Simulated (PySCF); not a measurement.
# C8H16NP: magnetic properties

What do calculations give for the magnetic properties of C8H16NP (`C/C=C/P(C)N1CCCC1`)?

Programs: PySCF 2.14.0, with routines of our own; each step states its level. All values are computed. Atoms count from 0.

### Step 1. The system as given

26 atoms, charge 0, multiplicity 1; geometry from: GFN2-xTB.

### Step 2. Magnetic properties: GIAO CAM-B3LYP/pcSseg-1

Job settings and geometry (Å):

```
{"job": {"kind": "mag", "xc": "CAM-B3LYP", "basis": "pcSseg-1", "isotopologues": 0}, "charge": 0, "multiplicity": 1}
C      3.918616     0.878630    -0.540717
C      2.597423     0.304355    -0.926837
C      1.674829    -0.116513    -0.073650
P      0.093172    -0.842939    -0.612442
C      0.384375    -2.518390     0.135282
N     -0.827730    -0.204229     0.725903
C     -2.204514    -0.674069     0.791408
C     -3.042390     0.276199    -0.083465
C     -2.180257     1.545262    -0.189851
C     -0.973909     1.243871     0.710538
H      4.020010     1.887835    -0.940148
H      4.725899     0.277853    -0.959434
H      4.030257     0.913492     0.540648
H      2.411811     0.233074    -1.991518
H      1.823487    -0.052197     0.999903
H      0.571300    -2.416461     1.202926
H      1.247512    -2.964020    -0.355901
H     -0.475228    -3.165640    -0.028041
H     -2.526265    -0.606910     1.837208
H     -2.280618    -1.713919     0.474138
H     -3.206789    -0.162798    -1.067164
H     -4.012616     0.474940     0.369431
H     -2.711549     2.438833     0.133307
H     -1.843396     1.694962    -1.216154
H     -1.178430     1.566684     1.737763
H     -0.056046     1.724709     0.369987
```

Level: GIAO CAM-B3LYP/pcSseg-1 magnetisability, rotational g tensor and spin-rotation constants, non-relativistic, gas phase.

The run is started by

```bash
> OMP_NUM_THREADS=1 python excited_run.py task.json out
```

This one command runs all jobs of the session in turn.

The log of the run:

```text
coarse grid: 21296 points
cycle   1  E = -710.1648284756  dE =  1.481e+00  |g| = 4.238e-01  |ddm| = 4.559e+00
cycle   2  E = -710.1859034195  dE = -2.107e-02  |g| = 3.440e-01  |ddm| = 7.283e-01
cycle   3  E = -710.2123773038  dE = -2.647e-02  |g| = 7.443e-02  |ddm| = 3.669e-01
cycle   4  E = -710.2133326762  dE = -9.554e-04  |g| = 3.514e-02  |ddm| = 1.013e-01
cycle   5  E = -710.2136141253  dE = -2.814e-04  |g| = 6.141e-03  |ddm| = 3.684e-02
cycle   6  E = -710.2136237361  dE = -9.611e-06  |g| = 1.074e-03  |ddm| = 7.876e-03
final grid: 198536 points
cycle   7  E = -710.2957472990  dE = -4.637e-05  |g| = 5.195e-03  |ddm| = 2.399e-02
cycle   8  E = -710.2957485190  dE = -1.220e-06  |g| = 4.826e-03  |ddm| = 8.538e-03
cycle   9  E = -710.2957541258  dE = -5.607e-06  |g| = 3.787e-04  |ddm| = 4.006e-03
cycle  10  E = -710.2957541490  dE = -2.314e-08  |g| = 2.260e-04  |ddm| = 5.851e-04
cycle  11  E = -710.2957541608  dE = -1.177e-08  |g| = 5.509e-05  |ddm| = 2.631e-04
cycle  12  E = -710.2957541614  dE = -6.664e-10  |g| = 1.117e-05  |ddm| = 6.358e-05
converged SCF energy = -710.2957541614

Magnetisability tensor (1e-30 J/T^2)
    -1879.85       56.55       23.30
       56.55    -1897.74        6.01
       23.30        6.01    -1785.61
isotropic -1854.40   principal values   -1946.76  -1839.98  -1776.47
isotropic susceptibility -111.675 1e-6 cm^3/mol

Inertial axes            a          b          c
rot. const./GHz      1.9683     0.6923     0.5680
chi total          -113.625   -114.216   -107.184
chi diamagnetic    -805.968  -1953.784  -2353.787
chi paramagnetic    692.343   1839.568   2246.603
quadrupole/D A        6.781     -0.705     -6.076
g nuclear            0.6270     0.5953     0.5960
g electronic        -0.6402    -0.5983    -0.5995
g total             -0.0132    -0.0030    -0.0035

Spin-rotation constants (kHz, H = +C I.J)
atom  isotope        aa         bb         cc
  3    31P        3.159      1.334      0.920
  5    14N        0.116      0.035      0.037
 10     1H       -0.206      0.012     -0.057
 11     1H       -0.025     -0.050     -0.059
 12     1H       -0.212     -0.080      0.020
 13     1H       -0.195     -0.078      0.059
 14     1H       -0.197     -0.085      0.064
 15     1H       -0.238     -0.071      0.016
 16     1H       -0.030     -0.057     -0.063
 17     1H       -0.072     -0.035     -0.062
 18     1H       -0.164     -0.063      0.004
 19     1H       -0.203      0.021     -0.055
 20     1H       -0.196     -0.065      0.006
 21     1H        0.040     -0.076     -0.057
 22     1H       -0.137     -0.013     -0.059
 23     1H       -0.161     -0.068     -0.003
 24     1H       -0.159     -0.068      0.005
 25     1H        0.019     -0.045     -0.062
  0    13C*       0.287      0.108      0.087
  1    13C*       0.670      0.137      0.288
  2    13C*       0.663      0.159      0.278
  4    13C*       0.320      0.101      0.088
  6    13C*       0.322      0.147      0.121
  7    13C*       0.306      0.099      0.098
* in the singly substituted isotopologue
```

Run time: 7.1 min. Hardware: 1 thread of Intel Xeon at 2.50GHz, shared host; peak memory 1.5 GiB.

In short:

```tsv
quantity	value
magnetisability	-1854·10⁻³⁰ J/T²
molar susceptibility	-111.7·10⁻⁶ cm³/mol
rotational g (a, b, c)	-0.0132, -0.0030, -0.0035
```

Orbitals, density, ELF and potential are computed afterwards from the orbital file.

Frontier orbitals at CAM-B3LYP/pcSseg-1, with the share of their density that lies nearest to each atom:

```tsv
orbital	energy (eV)	lies on
HOMO	-6.85	N5 38 %; P3 33 %
LUMO	1.28	C1 30 %; C2 22 %; P3 9 %
```

ELF in a plane through or near 11 of the atoms.

Ten even steps from '0' (0.00) to '9' (1.00):
```
0000000000000000000000000000
0000000000000000000000000000
0000000000000000000000000000
0000000000000000001000000000
0000012100000000039950000000
0000399900000100169960000000
0000599910100641449810000000
0000289823520453742414500000
0003772586861012459699950000
0029996852866223115499960000
0008993269589157448745500000
0000530167675214156300000000
0000000033115861099800000000
0000000000156561099910000000
0000000001998299307500000000
0000000004999699900000000000
0000000000563189700000000000
0000000000000001000000000000
0000000000000000000000000000
0000000000000000000000000000
```
The map spans 14.8 Å across and 11.5 Å up, centred on the molecule. Atoms in the plane (x, y in Å): C1 (-2.7, 0.3), C4 (-0.3, -2.5), C7 (3.0, 0.4), C8 (2.1, 1.6), H10 (-4.1, 1.9), H11 (-4.8, 0.2), H16 (-1.2, -2.9), H17 (0.5, -3.1), H19 (2.3, -1.7), H21 (4.0, 0.6), H22 (2.7, 2.5).

On the surface of density 0.002 e/bohr³ the electrostatic potential runs, from the 1st to the 99th percentile, from -1.22 V near N5 to 0.64 V near H19.

### Step 3. Magnetic properties: common gauge origin KT1/3-21G

Settings changed since step 2:

```diff
@@ -1,2 +1,2 @@
-{"job": {"kind": "mag", "xc": "CAM-B3LYP", "basis": "pcSseg-1", "isotopologues": 0}, "charge": 0, "multiplicity": 1}
+{"job": {"kind": "mag", "xc": "KT1", "basis": "3-21G", "gauge": [0, 0, 0], "scf": {"aux": "def2-universal-jkfit"}}, "charge": 0, "multiplicity": 1}
 C      3.918616     0.878630    -0.540717
```

Method: common gauge origin KT1/3-21G magnetisability, rotational g tensor and spin-rotation constants, non-relativistic, gas phase.

The log of the run:

```text
final grid: 198536 points
cycle   1  E = -713.3439288744  dE =  5.766e-01  |g| = 5.002e-01  |ddm| = 4.981e+00
cycle   2  E = -713.2807015071  dE =  6.323e-02  |g| = 6.999e-01  |ddm| = 1.689e+00
cycle   3  E = -713.4108577911  dE = -1.302e-01  |g| = 1.321e-01  |ddm| = 1.069e+00
cycle   4  E = -713.4150198567  dE = -4.162e-03  |g| = 4.980e-02  |ddm| = 2.490e-01
cycle   5  E = -713.4156613231  dE = -6.415e-04  |g| = 1.288e-02  |ddm| = 8.049e-02
cycle   6  E = -713.4157076023  dE = -4.628e-05  |g| = 4.476e-03  |ddm| = 2.561e-02
cycle   7  E = -713.4157124541  dE = -4.852e-06  |g| = 1.393e-03  |ddm| = 8.762e-03
cycle   8  E = -713.4157130079  dE = -5.538e-07  |g| = 2.055e-04  |ddm| = 2.616e-03
cycle   9  E = -713.4157130190  dE = -1.110e-08  |g| = 8.477e-05  |ddm| = 5.047e-04
cycle  10  E = -713.4157130211  dE = -2.140e-09  |g| = 1.271e-05  |ddm| = 1.648e-04
cycle  11  E = -713.4157130212  dE = -3.797e-11  |g| = 7.862e-06  |ddm| = 3.962e-05
converged SCF energy = -713.4157130212

Magnetisability tensor (1e-30 J/T^2)
    -7817.36     -185.45    -2002.67
     -185.45   -15964.42     -311.92
    -2002.67     -311.92   -20833.93
isotropic -14871.90   principal values  -21156.83 -15944.89  -7513.98
isotropic susceptibility -895.607 1e-6 cm^3/mol

Inertial axes            a          b          c
rot. const./GHz      1.9683     0.6923     0.5680
chi total          -452.616   -960.555  -1273.649
chi diamagnetic    -804.408  -1951.860  -2351.627
chi paramagnetic    351.791    991.305   1077.978
quadrupole/D A        7.326     -0.777     -6.548
g nuclear            0.6270     0.5953     0.5960
g electronic        -0.3253    -0.3224    -0.2877
g total              0.3017     0.2729     0.3084

Spin-rotation constants (kHz, H = +C I.J)
atom  isotope        aa         bb         cc
  3    31P        2.299      0.964      0.515
  5    14N        0.054     -0.005     -0.026
 10     1H        0.265      0.150      0.282
 11     1H       -0.429      0.645      0.485
 12     1H       -0.196     -0.068      0.058
 13     1H       -0.144     -0.117     -0.101
 14     1H       -0.455     -0.361     -0.310
 15     1H       -0.259     -0.211     -0.150
 16     1H        0.526     -0.097      0.081
 17     1H        0.825     -0.245      0.055
 18     1H       -0.255      0.187      0.052
 19     1H       -0.252     -0.107     -0.097
 20     1H       -0.344      0.030     -0.089
 21     1H       -0.302      0.534      0.414
 22     1H        0.420      0.129      0.281
 23     1H       -0.040     -0.333     -0.278
 24     1H        0.085     -0.054     -0.100
 25     1H       -0.080     -0.563     -0.452
  0    13C*       0.124      0.069      0.088
  1    13C*       0.372      0.018      0.148
  2    13C*       0.271     -0.025      0.046
  4    13C*       0.162      0.003      0.011
  6    13C*       0.025      0.065      0.028
  7    13C*       0.011      0.063      0.032
* in the singly substituted isotopologue
```

Run time: 61 s. Hardware: 1 thread of Intel Xeon at 2.50GHz, shared host; peak memory 0.64 GiB.

A normal end doesn't make this result sound: a common gauge origin replaces GIAOs, so the magnetic properties depend on where the origin lies.

### Step 4. What came out

| quantity | value |
| --- | --- |
| magnetisability (step 2, GIAO CAM-B3LYP/pcSseg-1) | -1854·10⁻³⁰ J/T² |
| molar susceptibility (step 2, GIAO CAM-B3LYP/pcSseg-1) | -111.7·10⁻⁶ cm³/mol |
| rotational g (a, b, c) (step 2, GIAO CAM-B3LYP/pcSseg-1) | -0.0132, -0.0030, -0.0035 |
| surface potential, 1st and 99th percentile | -1.22 V and 0.64 V |
| runs | 0 failed, 1 ended on unsound input |

The values above hold for this geometry and these levels alone. Vibrational averaging and real surroundings are missing from these values.
